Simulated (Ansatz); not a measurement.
# CH6GaN: the cost of one run

Program: Ansatz 0.2.0, Gaussian basis. Level of theory: RKS PBE0-D4/def2-TZVP. These are calculated values, not measurements.

Levels to be run: relaxation at PBE0-D4/def2-TZVP; harmonic vibrations at the same level.

1 further run of the same task is left out (set aside as unsound or not needed). Runs told in other sessions of the task aren't counted.

## (1) Where the work starts

SMILES `N[CH2][GaH2]`, 9 atoms, charge 0, spin multiplicity 1.

Atoms are counted from 1 here; the program's logs count them from 0.

Bond lengths: N1–C2 1.475 Å, N1–H4 1.019 Å, N1–H5 1.017 Å, C2–Ga3 2.041 Å, C2–H6 1.096 Å, C2–H7 1.099 Å, Ga3–H8 1.572 Å, Ga3–H9 1.599 Å. Angles: C2–N1–H4 109.0°, C2–N1–H5 112.1°, H4–N1–H5 106.9°, N1–C2–Ga3 92.9°, N1–C2–H6 108.6°, N1–C2–H7 114.0°, Ga3–C2–H6 110.9°, Ga3–C2–H7 122.2°, H6–C2–H7 107.1°, C2–Ga3–H8 114.8°, C2–Ga3–H9 130.2°, H8–Ga3–H9 115.0°.

As a file:

```
N    -0.12210    0.20601   -1.19728
C    -0.18183    0.78484    0.15841
Ga    0.47668   -0.93605    1.03619
H    -0.93239   -0.39663   -1.33632
H    -0.15719    0.92130   -1.91994
H     0.57205    1.57668    0.23467
H    -1.15239    1.23659    0.40892
H     0.49119   -2.19367    0.09293
H     1.00597   -1.19906    2.52242
```

The start is a GFN2-xTB geometry.

## (2) Relaxation at PBE0-D4/def2-TZVP

File in.yaml:

```yaml
crystal:
  periodic: [false, false, false]
  atoms:
    - {symbol: N, position_ang: [-0.122100, 0.206010, -1.197280]}
    - {symbol: C, position_ang: [-0.181830, 0.784840, 0.158410]}
    - {symbol: Ga, position_ang: [0.476680, -0.936050, 1.036190]}
    - {symbol: H, position_ang: [-0.932390, -0.396630, -1.336320]}
    - {symbol: H, position_ang: [-0.157190, 0.921300, -1.919940]}
    - {symbol: H, position_ang: [0.572050, 1.576680, 0.234670]}
    - {symbol: H, position_ang: [-1.152390, 1.236590, 0.408920]}
    - {symbol: H, position_ang: [0.491190, -2.193670, 0.092930]}
    - {symbol: H, position_ang: [1.005970, -1.199060, 2.522420]}
basis:
  gaussian: {orbitals: def2-TZVP}
hamiltonian: {xc: pbe0, dispersion: d4}
relax: {f_tol: 0.005, max_steps: 150}
```

Launch:

```console
> ansatz run in.yaml --threads 2 --pin off --events-out ev --progress --plain --max-ram 4352MiB
```

Q: Estimate wall time and peak memory on 2 threads of Intel Xeon 6975P-C, shared host.

About 17 s, with a peak of 0.33 GiB.
